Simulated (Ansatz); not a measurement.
**C₂H₄FSi radical: one species, many methods**

Aim: compute C₂H₄FSi radical with functionals from several rungs and with coupled cluster, and see how far each lands from CCSD(T) at the basis-set limit for the atomisation energy.

Program: Ansatz 0.2.0, Gaussian basis. Level of theory: functionals in def2-TZVPP, the program's frozen cores in correlated methods. These are calculated values, not measurements.

The runs, in order: LDA (SPW92), PBE-D4, revPBE-D4, BLYP-D4, r2SCAN-D4, B97M-V, PBE0-D4, B3LYP-D4, r2SCANh-D4, r2SCAN0-D4, HSE06-D4, BHLYP-D4, CAM-B3LYP-D4, LC-ωPBE, ωB97X-V, ωB97M-V, B2PLYP, PBE-QIDH; CCSD(T)/def2-SVP; CCSD(T)/def2-TZVPP; MP2/def2-QZVPP; extrapolation to the limit; RPA on PBE.

**1. The relaxed structure**

All runs share one geometry, relaxed beforehand with PBE0-D4 in a triple-zeta def2 set.

SMILES `[CH]=C[SiH2]F`, 8 atoms, charge 0, spin multiplicity 2.

Atoms are counted from 1 here; the program's logs count them from 0.

Bond lengths: C1–C2 1.303 Å, C1–H5 1.082 Å, C2–Si3 1.856 Å, C2–H6 1.097 Å, Si3–F4 1.602 Å, Si3–H7 1.484 Å, Si3–H8 1.479 Å. Angles: C2–C1–H5 139.8°, C1–C2–Si3 120.4°, C1–C2–H6 120.2°, Si3–C2–H6 119.3°, C2–Si3–F4 109.5°, C2–Si3–H7 110.6°, C2–Si3–H8 110.0°, F4–Si3–H7 106.5°, F4–Si3–H8 108.6°, H7–Si3–H8 111.5°.

**2. LDA**

This LDA is Slater exchange with PW92 correlation.

File in.yaml:

```yaml
crystal:
  periodic: [false, false, false]
  atoms:
    - {symbol: C, position_ang: [0.186615, 1.665506, 0.255719]}
    - {symbol: C, position_ang: [-0.426475, 0.614484, -0.211452]}
    - {symbol: Si, position_ang: [0.295737, -1.078952, 0.026520]}
    - {symbol: F, position_ang: [-0.731294, -1.986624, 0.855698]}
    - {symbol: H, position_ang: [0.075556, 2.741359, 0.285229]}
    - {symbol: H, position_ang: [-1.363420, 0.724838, -0.771316]}
    - {symbol: H, position_ang: [0.492963, -1.751193, -1.281333]}
    - {symbol: H, position_ang: [1.562417, -0.986517, 0.785134]}
basis:
  gaussian: {orbitals: def2-TZVPP}
magnetization: {spin_polarized: true, initial_magnetization: 1}
hamiltonian: {xc: lda}
output: {orbitals: {seedname: orbitals}}
```

On the command line:

```bash
ansatz run in.yaml --threads 4 --pin off --events-out ev --progress --plain --max-ram 10444MiB
```

Further steps of the session: PBE-D4 (GGA); revPBE-D4 (GGA); BLYP-D4 (GGA); r2SCAN-D4 (meta-GGA); B97M-V (meta-GGA); B3LYP-D4 (hybrid); r2SCANh-D4 (hybrid); r2SCAN0-D4 (hybrid); HSE06-D4 (hybrid); BHLYP-D4 (hybrid); CAM-B3LYP-D4 (range-separated); LC-ωPBE (range-separated); ωB97X-V (range-separated); ωB97M-V (range-separated); B2PLYP (double hybrid); PBE-QIDH (double hybrid); CCSD(T) in def2-SVP; CCSD(T) in def2-TZVPP; MP2 in def2-QZVPP; RPA on PBE orbitals.

Q: Predict the results of all the runs planned. Wanted: atomisation energy, CCSD(T)/CBS; farthest beyond LDA; mean size of error, GGA; mean size of error, meta-GGA; mean size of error, hybrid; mean size of error, range-separated; mean size of error, double hybrid; gap, smallest and largest; T1 diagnostic.

As calculated:

| quantity | value |
| --- | --- |
| atomisation energy, CCSD(T)/CBS | 2996.7 kJ/mol |
| functionals within 15.0 kJ/mol (0.5 %) | BLYP-D4, B97M-V, PBE0-D4, B3LYP-D4, r2SCANh-D4, HSE06-D4, LC-ωPBE, ωB97X-V, ωB97M-V |
| farthest beyond LDA | BHLYP-D4 (-76.7 kJ/mol) |
| mean size of error, GGA | 24.5 kJ/mol |
| mean size of error, meta-GGA | 16.4 kJ/mol |
| mean size of error, hybrid | 18.8 kJ/mol |
| mean size of error, range-separated | 8.1 kJ/mol |
| mean size of error, double hybrid | 22.0 kJ/mol |
| gap, smallest and largest | 1.59 eV (LDA (SPW92)), 10.21 eV (LC-ωPBE) |
| T1 diagnostic | 0.0297 |
| triples share of the correlation energy | 3.6 % |

**Reading.** The LDA atomisation energy is off by 405.4 kJ/mol (14 %): it overbinds. PBE-D4 is off by +53.6 kJ/mol. Double hybrids carry the basis error of their MP2 part in triple zeta, and no dispersion term here, so their miss is partly the set-up's. Taken by rung, range-separated functionals do best (8.1 kJ/mol on average) and GGA ones worst beyond LDA (24.5 kJ/mol). double hybrid functionals lie within the reference's doubt of that worst mean (22.0 kJ/mol), so those two tie. Misses under about 15.0 kJ/mol are within the doubt on the reference itself, which lacks core-valence correlation, relativity and higher excitations. Hartree-Fock recovers 76 % of the binding; the rest is correlation. CCSD(T) in def2-SVP is off by -177.9 kJ/mol, worse than the median functional, from the basis alone. Orbital gaps span 1.6 to 10.2 eV; exact exchange widens them. The UHF reference is spin-contaminated (⟨S²⟩ = 0.92 against 0.75).
